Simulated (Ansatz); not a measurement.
# MnCl2: the cost of one run

Program: Ansatz 0.2.0. Level of theory: DFT PBEsol+U (U = 8 eV, J = 0.5 eV on Mn d), plane waves, PAW. These are calculated values, not measurements.

The COD entry's cell or inner coordinates are ideal or old and differ from later refinements, so a difference from it is no clean test against experiment.

## (1) The structure to begin with

Symmetry: R-3m, No. 166, trigonal system. The conventional cell has a = 3.686 Å, b = 3.686 Å, c = 17.470 Å, α = 90.00°, β = 90.00°, γ = 120.00°. Mn (site symmetry -3m) has 6 Cl at 2.58 Å as nearest neighbours. Cl (site symmetry 3m) is surrounded by 3 Mn at 2.58 Å.

Coordinates:

```
Mn Cl
1.0
     1.84300    1.06406    5.82333
    -1.84300    1.06406    5.82333
     0.00000   -2.12811    5.82333
Mn Cl
1 2
Direct
  0.00000 0.00000 0.00000
  0.25000 0.25000 0.25000
  0.75000 0.75000 0.75000
```

Magnetic order typed: ferromagnetic.

An earlier series on this cell reached its lowest free state from «natural orbitals of the symmetric run, filled by rank», perhaps among other starts.

## (2) From atoms, default search

input.yaml

```yaml
crystal:
  lattice:
    - [1.84300034, 1.06405674, 5.82333083]
    - [-1.84300034, 1.06405674, 5.82333083]
    - [0.0, -2.12811349, 5.82333083]
  atoms:
    - { symbol: Mn, position: [0.0, 0.0, 0.0], spin: 5.0 }
    - { symbol: Cl, position: [0.25, 0.25, 0.25] }
    - { symbol: Cl, position: [0.75, 0.75, 0.75] }
basis:
  ecutwfc: 420
  ecutrho_ratio: 4
kpoints:
  mp_grid: { grid: [6, 6, 6] }
hamiltonian:
  xc: pbesol
  hubbard: { sites: [{ site: 0, l: d, u: 8.0, j: 0.5 }] }
scf:
  occupations: { method: gaussian, width: 0.05 }
output:
  forces: true
  stress: true
  eigenvalues: true
  populations: true
  hubbard: { sites: [{ site: 0, l: d }] }
  write_density: true
  write_potential: true
  elf: true
  volumetric_format: npy
magnetization:
  spin_polarized: true
```

The run is started by

```sh
> ansatz run input.yaml --threads 2 --pin off --max-ram 3072MiB --backend cpu --events-out ev --progress --plain --runs-dir out
```

Q: Estimate wall time and peak memory on 2 threads of Intel Xeon 6975P-C (Granite Rapids), shared host.

About 2.8 s, with a peak of 0.48 GiB.
